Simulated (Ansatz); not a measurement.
**The germanium atom (triplet): from Hartree-Fock to the top rungs, def2-TZVPP**

How much of the correlation energy of the germanium atom (triplet) does each wave-function method recover here?

Method: def2-TZVPP, core rule «outside noble gas», up to 14 orbitals frozen; program: Ansatz 0.2.0, Gaussian basis.

Plan: UHF; CCSD(T) on ROHF; CCSD(T) on UHF; BCCD(T) on ROHF; CISD; CCSDT(Q) on ROHF; CCSDT(Q) on UHF; CASSCF and MRCISD+Q, 4 electrons in 4 orbitals; CASSCF and MRCISD+Q(relaxed), 4 electrons in 4 orbitals; CASSCF and NEVPT4(SD), 4 electrons in 4 orbitals; CASSCF and NEVPT2, 4 electrons in 4 orbitals.

### 1 The atom

A free atom, in its lowest state of this spin that the program finds. No spin-orbit coupling is included. The filled d shell of Ge may be among the frozen orbitals whatever the setting's name suggests; the logs give the count.

1 atom, charge 0, spin multiplicity 3.

### 2 UHF

Contents of in.yaml:

```yaml
crystal:
  periodic: [false, false, false]
  atoms:
    - {symbol: Ge, position_ang: [0.000000, 0.000000, 0.000000]}
basis:
  gaussian: {orbitals: def2-TZVPP}
magnetization: {spin_polarized: true, initial_magnetization: 2}
hamiltonian: {xc: hf}
output: {orbitals: {seedname: orbitals}}
```

On the command line:

```sh
$ ansatz run in.yaml --threads 1 --pin off --events-out ev --progress --plain --max-ram 2393MiB
```

After this run come: CCSD(T) on ROHF; CCSD(T) on UHF; BCCD(T) on ROHF; CISD; CCSDT(Q) on ROHF; CCSDT(Q) on UHF; CASSCF and MRCISD+Q, 4 electrons in 4 orbitals; CASSCF and MRCISD+Q(relaxed), 4 electrons in 4 orbitals; CASSCF and NEVPT4(SD), 4 electrons in 4 orbitals; CASSCF and NEVPT2, 4 electrons in 4 orbitals.

Before running them: what should the planned runs give, taken together? Wanted: UCCSDT(Q) below the RHF energy; RMP2 from UCCSDT(Q); UMP2 from UCCSDT(Q); RCCSD from UCCSDT(Q); RCCSD(T) from UCCSDT(Q); UCCSD(T) from UCCSDT(Q); RCCSDT(Q) from UCCSDT(Q); NEVPT2 valence from UCCSDT(Q); NEVPT4(SD) valence from UCCSDT(Q).

As calculated:

| quantity | value |
| --- | --- |
| UCCSDT(Q) below the RHF energy | -1.9313 eV |
| RMP2 from UCCSDT(Q) | +474.4 meV |
| UMP2 from UCCSDT(Q) | +467.7 meV |
| RCCSD from UCCSDT(Q) | +77.8 meV |
| RCCSD(T) from UCCSDT(Q) | +25.5 meV |
| UCCSD(T) from UCCSDT(Q) | +14.6 meV |
| RCCSDT(Q) from UCCSDT(Q) | +10.9 meV |
| NEVPT2 valence from UCCSDT(Q) | +361.4 meV |
| NEVPT4(SD) valence from UCCSDT(Q) | +35.2 meV |
| MRCISD+Q valence from UCCSDT(Q) | -3.2 meV |
| levels within 1 kcal/mol (43 meV) | RCCSD(T), UCCSD(T), BCCD(T), RCCSDT, UCCSDT, RCCSDT(Q), NEVPT4(SD) valence, MRCISD+Q valence, MRCISD+Q(relaxed) valence |
| T1 diagnostic | 0.020 |
| effectively unpaired electrons | 2.01 |

In words: RCCSD(T) lands +25.5 meV from the yardstick (1.3 % of the correlation energy). One determinant dominates. Of the multireference levels listed MRCISD+Q valence comes nearest in total energy (-3.2 meV), which doesn't show that its space is the better one. These misses are within one basis, not against nature; the frozen cores of restricted and unrestricted runs differ, which can shift their rows.
